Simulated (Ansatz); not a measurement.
I need a short molecular-dynamics run of C₂H₅NSi, SMILES [SiH3]C1C=N1. Use the Python package of Ansatz (0.2.0). Level of theory (for the species named): Hartree-Fock, def2-SVP basis, multiplicity 1.

The script reads `c2h5nsi.xyz`:
```text
9

Si   -0.42740    0.82510   -0.68100
C     0.37590   -0.67000   -0.12480
C     0.42400   -0.89640    1.25310
N     1.64630   -0.52740    0.83770
H    -1.83460    0.51390   -1.19370
H    -0.65270    1.86090    0.41330
H     0.27020    1.52310   -1.81330
H     0.49370   -1.47820   -0.81970
H    -0.20690   -1.19730    2.11140
```

`md.py`:
```python
import logging
import sys

import ansatz as az
import numpy as np

logging.basicConfig(stream=sys.stdout, format="%(levelname)s %(message)s")
log = logging.getLogger("c2h5nsi")
log.setLevel(logging.INFO)

molecule = az.Crystal.molecule_from_extxyz("c2h5nsi.xyz")

calculation = (
    molecule.calculation()
    .basis(gaussian="def2-SVP")
    .functional("hf")
)
symbols = [site.symbol for site in molecule.cartesian_sites]
start = np.array([site.position_ang for site in molecule.cartesian_sites], dtype=float)
summary = calculation.relax(force_tolerance=0.02, max_steps=100).run(threads=1).report
end = np.array(summary["positions_ang"])
minimum = az.Crystal.molecule()
for symbol, place in zip(symbols, end):
    minimum = minimum.atom(symbol, place.tolist())

calculation = (
    minimum.calculation()
    .basis(gaussian="def2-SVP")
    .functional("hf")
    .md("nvt_langevin", timestep=1.0, steps=40, temperature=800, initial_velocities="maxwell_boltzmann", seed=30, friction=0.02)
)
frames = []
res = calculation.session().plan().execute(on_event=lambda e: frames.append(e["data"]) if e["event"] == "md_step" else None)
log.info("t (fs)   E_pot (eV)      E_kin (eV)   T (K)   d(0-1) (A)")
for f in frames[::2]:
    xyz = np.array(f["positions_ang"])
    log.info(f"{f['time_fs']:6.2f} {f['lagrangian_ev']:14.5f} {f['e_kin_ev']:10.5f} {f['temperature_k']:8.1f} {np.linalg.norm(xyz[0] - xyz[1]):9.4f}")
print("mean temperature", round(float(np.mean([f["temperature_k"] for f in frames])), 1), "K")
```

```console
$ python md.py
INFO t (fs)   E_pot (eV)      E_kin (eV)   T (K)   d(0-1) (A)
INFO   0.00   -11476.14954    0.82726    711.1    1.8886
INFO   2.00   -11475.98211    0.72116    619.9    1.9013
INFO   4.00   -11475.85909    0.61116    525.3    1.9138
INFO   6.00   -11475.72661    0.53925    463.5    1.9238
INFO   8.00   -11475.66583    0.63931    549.5    1.9336
INFO  10.00   -11475.74814    0.66057    567.8    1.9404
INFO  12.00   -11475.71840    0.87269    750.2    1.9506
INFO  14.00   -11475.77322    1.04774    900.6    1.9657
INFO  16.00   -11475.77528    0.95089    817.4    1.9822
INFO  18.00   -11475.69621    0.80341    690.6    1.9930
INFO  20.00   -11475.73543    0.88151    757.7    1.9993
INFO  22.00   -11475.53927    0.64096    551.0    1.9974
INFO  24.00   -11475.50072    0.74604    641.3    1.9861
INFO  26.00   -11475.64383    0.75765    651.3    1.9741
INFO  28.00   -11475.59024    0.48729    418.9    1.9623
INFO  30.00   -11475.58643    0.54101    465.0    1.9488
INFO  32.00   -11475.63592    0.68314    587.2    1.9394
INFO  34.00   -11475.57087    0.75686    650.6    1.9313
INFO  36.00   -11475.48959    0.64848    557.4    1.9193
INFO  38.00   -11475.44984    0.73313    630.2    1.9020
INFO  40.00   -11475.57192    0.99781    857.7    1.8758
mean temperature 634.9 K
```

What to keep in mind:
- Total energies depend on the basis set; only differences at equal settings carry meaning.
- The trajectory is only some femtoseconds long, so its temperature is not equilibrated; where the script doesn't relax first, it starts from a rough generated geometry.
- The printed temperature counts all 3N degrees of freedom under Langevin dynamics, so the first row lies under the target.
- With hydrogen a step over 0.5 fs is long.
- Hardware and time: 62 s on 1 thread of Arm Neoverse V2, on a shared host, peak memory 0.22 GiB.
